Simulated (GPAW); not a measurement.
Here is a GPAW 26.7.0 calculation.

Contents of run.py:

```python
import numpy as np
from ase.dft.bandgap import bandgap
from ase.io import read, write
from gpaw import GPAW, PW, setup_paths

setup_paths.insert(0, '.')

atoms = read('POSCAR')
atoms.pbc = (True, True, False)

calc = GPAW(mode=PW(450),
            xc='PBEsol',
            kpts={'size': (11, 11, 1), 'gamma': True},
            occupations={'name': 'fermi-dirac', 'width': 0.05},
            nbands=64,
            convergence={'density': 1e-05, 'energy': 1e-05},
            maxiter=150,
            poissonsolver={'dipolelayer': 'xy'},
            txt='gpaw.txt')
atoms.calc = calc
energy = atoms.get_potential_energy()
forces = atoms.get_forces()
calc.write('gs.gpw')
write('result.traj', atoms)
print(f'Energy: {energy:.6f} eV')
print('Forces (eV/A):')
print(forces.round(4))
print('Fermi level:', round(calc.get_fermi_level(), 4), 'eV')
print(f'Gap: {bandgap(calc)[0]:.4f} eV, direct: {bandgap(calc, direct=True)[0]:.4f} eV')

v = calc.get_electrostatic_potential().mean(axis=(0, 1))
z = np.arange(len(v)) * atoms.cell[2, 2] / len(v)
ef = calc.get_fermi_level()
np.savetxt('planar.dat', np.c_[z, v], fmt='%.4f')
below, above = np.interp([1.5, atoms.cell[2, 2] - 1.5], z, v) - ef
print(f'Work functions: bottom {below:.4f} eV, top {above:.4f} eV')
print('Dipole moment:', *calc.get_dipole_moment().round(5), 'e A')
```

Contents of POSCAR:

```
Ir
1.0
    2.7148657757      0.0000000000      0.0000000000
   -1.3574328878      2.3511427296      0.0000000000
    0.0000000000      0.0000000000     23.8667144941
Ir
5
Direct
    0.6666666667      0.3333333333      0.3142451803
    0.3333333333      0.6666666667      0.4071225902
    0.0000000000      0.0000000000      0.5000000000
    0.6666666667      0.3333333333      0.5928774098
    0.3333333333      0.6666666667      0.6857548197
```

Potentials or basis: PAW data sets generated in the run's folder for this functional, pw.

Command:

```console
$ gpaw-setup -f PBEsol Ir
$ OMP_NUM_THREADS=1 python run.py
```

Task: What does it give for the work function of the lower face?

Result: 5.64 eV.

Task: Predict the work function of the upper face.

Result: 5.64 eV.

Task: Estimate the dipole across the slab.

Result: 0.00 e·Å.

Task: What does it give for the band gap on the k mesh?

Result: None (metal or under the smearing width).

Forces in eV/Å, atoms in the order of the input:
```
Ir   0.000  0.000  0.545
Ir   0.000  0.000 -0.286
Ir   0.000  0.000  0.000
Ir   0.000  0.000  0.286
Ir   0.000  0.000 -0.545
```

Spin-orbit coupling is left out, which matters for the levels of Ir.
